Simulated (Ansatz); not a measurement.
Working through an active-space calculation of Br₂

Program: Ansatz's Python interface.

Contents of `br2.xyz`:
```text
2

Br    0.00000    0.00000    0.00000
Br    0.00000    0.00000    2.23000
```

Run as a notebook:

**Cell 1**
```python
import ansatz as az
```

**Cell 2**
```python
br2 = az.Crystal.molecule_from_extxyz('br2.xyz')

calculation = (
    br2.calculation()
    .basis(gaussian='def2-SVP')
    .correlation(active_electrons=4, active_orbitals=4)
)
for method in [None]:
    data = (calculation if method is None else calculation.correlation(method)).run().report
    space = data['configurations']
    state = space['states'][0]
    print(method or 'casscf', f'total {data["free_energy_ev"] / 27.211386246:.6f} Ha, active-space state {state["energy"]["hartree"]:.6f} Ha, mean field {data["reference_energy_ev"] / 27.211386246:.6f} Ha')
    print('  determinants', state['n_determinants'], ' natural occupations', [round(n, 3) for n in space['natural_occupations']])
```
Output:
```text
casscf total -5144.210869 Ha, active-space state -5144.210869 Ha, mean field -5144.183385 Ha
  determinants 36  natural occupations [1.988, 1.96, 0.042, 0.01]
```

Notes:
- The settings weren't tested for convergence.
- The geometry is a force-field or estimated start, not a minimum of this method, and the basis set is short of its limit. The active space starts as a window about the frontier orbitals and is then optimised, not chosen by chemistry.
- The spin state was assumed, and another may lie lower.
- Wall time of the script: 6.9 s on 1 thread of Arm Neoverse V2, with other jobs on the host, peak memory 0.23 GiB.
